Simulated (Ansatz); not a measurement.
# CH₅F₂NSi₂: a ladder of functionals and wavefunction methods

An exercise on one series of results from a longer session: the logs are not shown, and one member is left open.

The runs use Ansatz 0.2.0, Gaussian basis; functionals in def2-TZVPP, the program's frozen cores in correlated methods.

The runs, in order: LDA (SPW92), PBE-D4, revPBE-D4, BLYP-D4, r2SCAN-D4, B97M-V, PBE0-D4, B3LYP-D4, r2SCANh-D4, r2SCAN0-D4, HSE06-D4, BHLYP-D4, CAM-B3LYP-D4, LC-ωPBE, ωB97X-V, ωB97M-V, B2PLYP, PBE-QIDH; CCSD(T)/def2-SVP; CCSD(T)/def2-TZVPP; MP2/def2-QZVPP; extrapolation to the limit; RPA on PBE.

## The geometry

All runs share one geometry, relaxed beforehand with PBE0-D4 in a triple-zeta def2 set.

SMILES `N=C(F)[SiH](F)[SiH3]`, 11 atoms, charge 0, spin multiplicity 1.

Atoms are counted from 1 here; the program's logs count them from 0.

Bond lengths: N1–C2 1.249 Å, N1–H7 1.022 Å, C2–F3 1.354 Å, C2–Si4 1.896 Å, Si4–F5 1.602 Å, Si4–Si6 2.338 Å, Si4–H8 1.485 Å, Si6–H9 1.484 Å, Si6–H10 1.487 Å, Si6–H11 1.484 Å. Angles: C2–N1–H7 113.2°, N1–C2–F3 122.4°, N1–C2–Si4 120.7°, F3–C2–Si4 116.9°, C2–Si4–F5 108.0°, C2–Si4–Si6 107.4°, C2–Si4–H8 107.4°, F5–Si4–Si6 111.9°, F5–Si4–H8 107.5°, Si6–Si4–H8 114.5°, Si4–Si6–H9 109.7°, Si4–Si6–H10 109.2°, Si4–Si6–H11 108.7°, H9–Si6–H10 109.5°, H9–Si6–H11 110.5°, H10–Si6–H11 109.3°.

Set-up of the first run:

in.yaml reads:

```yaml
crystal:
  periodic: [false, false, false]
  atoms:
    - {symbol: N, position_ang: [0.569425, 0.931311, 1.665257]}
    - {symbol: C, position_ang: [-0.498824, 0.316112, 1.465311]}
    - {symbol: F, position_ang: [-1.512162, 0.310603, 2.362651]}
    - {symbol: Si, position_ang: [-0.743551, -0.710815, -0.109729]}
    - {symbol: F, position_ang: [-2.227201, -0.440818, -0.649903]}
    - {symbol: Si, position_ang: [0.881047, -0.031092, -1.647279]}
    - {symbol: H, position_ang: [0.598012, 1.405015, 2.570018]}
    - {symbol: H, position_ang: [-0.663636, -2.142398, 0.277993]}
    - {symbol: H, position_ang: [0.809621, 1.439678, -1.831728]}
    - {symbol: H, position_ang: [0.636305, -0.708229, -2.948866]}
    - {symbol: H, position_ang: [2.216264, -0.426468, -1.133225]}
basis:
  gaussian: {orbitals: def2-TZVPP}
hamiltonian: {xc: lda}
output: {orbitals: {seedname: orbitals}}
```

Command:

```console
ansatz run in.yaml --threads 4 --pin off --events-out ev --progress --plain --max-ram 10444MiB
```

Among the steps run: LDA; PBE-D4 (GGA); revPBE-D4 (GGA); BLYP-D4 (GGA); r2SCAN-D4 (meta-GGA); B97M-V (meta-GGA); PBE0-D4 (hybrid); B3LYP-D4 (hybrid); r2SCANh-D4 (hybrid); r2SCAN0-D4 (hybrid); HSE06-D4 (hybrid); BHLYP-D4 (hybrid); CAM-B3LYP-D4 (range-separated); LC-ωPBE (range-separated); ωB97X-V (range-separated); ωB97M-V (range-separated); B2PLYP (double hybrid); PBE-QIDH (double hybrid).

One of the session's tables, all rows but one given; the rest of the session is left out.

It belongs to the step «Orbital energies across the functionals». 

```
  functional  HOMO (eV)  gap (eV)
 LDA (SPW92)      -7.39      4.87
      PBE-D4          ?         ?
   revPBE-D4      -7.23      5.08
     BLYP-D4      -7.19      5.08
   r2SCAN-D4      -7.62      5.55
      B97M-V      -7.73      5.63
     PBE0-D4      -8.59      7.31
    B3LYP-D4      -8.39      6.90
  r2SCANh-D4      -8.10      6.39
  r2SCAN0-D4      -8.78      7.61
    HSE06-D4      -8.19      6.53
    BHLYP-D4      -9.75      9.55
CAM-B3LYP-D4      -9.92      9.80
     LC-ωPBE     -11.22     12.28
     ωB97X-V     -10.90     11.86
     ωB97M-V     -10.66     11.43
```

**Question.** Estimate the row for PBE-D4.

As computed: HOMO (eV): -7.29; gap (eV): 5.03. In the column «HOMO (eV)» it lies between LDA (SPW92) (-7.39) and revPBE-D4 (-7.23).
